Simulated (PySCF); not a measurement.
# [Pb(H2O)]2+: other functionals and bases at one geometry

An exercise on one series of results from a longer session: the logs are not shown, and one member is left open.

Computed with PySCF 2.14.0. Level: several levels, as the steps say, no spin–orbit coupling.

1 further run of the same task is left out (for a known fault of the program).

## Starting geometry

4 atoms, charge 2, spin multiplicity 1.

Bond lengths: Pb1–O2 2.324 Å, O2–H3 0.981 Å, O2–H4 0.981 Å. Angles: Pb1–O2–H3 127.2°, Pb1–O2–H4 127.2°, H3–O2–H4 105.7°.

Coordinates:

```xyz
4

Pb    0.0000    0.0000   -0.1204
O     0.0000    0.0000    2.2034
H     0.7817    0.0000    2.7957
H    -0.7817    0.0000    2.7957
```

Formal oxidation states: Pb +2. An earlier session relaxed this geometry at PBE0, Pb def2-SVP with ECP60, O def2-SVP, H def2-SVP (singlet, point group C2v).

At PBE0 on the finer grid: E = -268.453535 Eh, HOMO -21.53 eV, LUMO -14.72 eV, Mulliken charge on Pb1 +1.72 e, largest force component 0.002 eV/Å. 

Levels to run: M06-L; revPBE; PBE0, TZVP. Hardware: 2 threads of Arm Neoverse V2, shared host.

The first run:

run.py (the lines that set the calculation)

```python
mol = gto.M(atom='''
Pb     0.00000     0.00000    -0.12044
O      0.00000     0.00000     2.20340
H      0.78170     0.00000     2.79567
H     -0.78170     0.00000     2.79567''',
    basis={'Pb': 'def2-SVP', 'O': 'def2-SVP', 'H': 'def2-SVP'},
    ecp={'Pb': 'def2-SVP'},
    charge=2, spin=0)
mf = dft.RKS(mol, xc='M06L')
mf.grids.atom_grid = (75, 302)
mf = mf.density_fit()  # fitting sets: Pb def2-universal-JKFIT, O def2-universal-JKFIT, H def2-universal-JKFIT
mf.conv_tol = 1e-08; mf.max_cycle = 55
mf.kernel(dm0)  # dm0: the density of the relaxed state
```

Started as:

```sh
OMP_NUM_THREADS=2 python run.py
```

Steps of the session up to this table: M06-L; revPBE; PBE0, TZVP.

One of the session's tables, all rows but one given; the rest of the session is left out.

| level | HOMO (eV) | gap (eV) | charge on Pb1 (e) | dipole (D) | largest force component (eV/Å) |
| --- | --- | --- | --- | --- | --- |
| PBE0 (relaxed here) | -21.53 | 6.82 | 1.72 | 4.24 | 0.00 |
| M06-L | -20.04 | 4.99 | 1.73 | 4.14 | 0.18 |
| revPBE | ? | ? | ? | ? | ? |
| PBE0, TZVP | -21.63 | 6.89 | 1.75 | 4.21 | 0.22 |

**Question.** Estimate the row for revPBE.

**Answer.** HOMO (eV): -19.69; gap (eV): 4.22; charge on Pb1 (e): 1.68; dipole (D): 4.43; largest force component (eV/Å): 0.39. In the column «HOMO (eV)» it is the highest.

The dipole of a charged species depends on the origin, so these sizes hold for this origin alone.

In one basis the HOMO–LUMO gap runs from 4.22 eV (revPBE) to 6.82 eV (PBE0). The largest leftover force, 0.39 eV/Å with revPBE, stands at a geometry relaxed at another level. Total energies of different levels can't be compared.
